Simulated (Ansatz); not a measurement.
# CuSn3 in Ansatz: the effect of functional

Crystal: CuSn3.

```
CELL_PARAMETERS angstrom
-2.26938 2.26938 4.93480
2.26938 -2.26938 4.93480
2.26938 2.26938 -4.93480
ATOMIC_POSITIONS crystal
Sn 0.50000 0.50000 0.00000
Sn 0.25000 0.75000 0.50000
Sn 0.75000 0.25000 0.50000
Cu 0.00000 0.00000 0.00000
```

The cell comes from a database or a generator and needn't be the stable form of this composition.

The cell isn't the ideal one: volume scaled by 1.04.

Alike in all runs:

```yaml
Program: Ansatz 0.2.0
Task: single point
Potentials_or_basis: Ansatz PAW
k_mesh: 8 × 8 × 8
Occupations: fermi-dirac, width 0.05 eV
Spin: no spin polarisation
```

**Question.** One run gave: pressure -4.3 GPa. Which functional did it use?
A. PBE
B. LDA
C. r2SCAN

**Answer.** C.

```tsv
functional	cutoff	pressure (GPa)
LDA	420 eV (not typed: the program's choice for these potentials)	-7.1
r2SCAN	500 eV (not typed: the program's choice for these potentials)	-4.3
PBE	420 eV (not typed: the program's choice for these potentials)	-2.8
```

Caveats: the PAW data sets come from PBE, with cores solved anew for the run's functional, which leaves a small shift of forces and pressure (some runs).
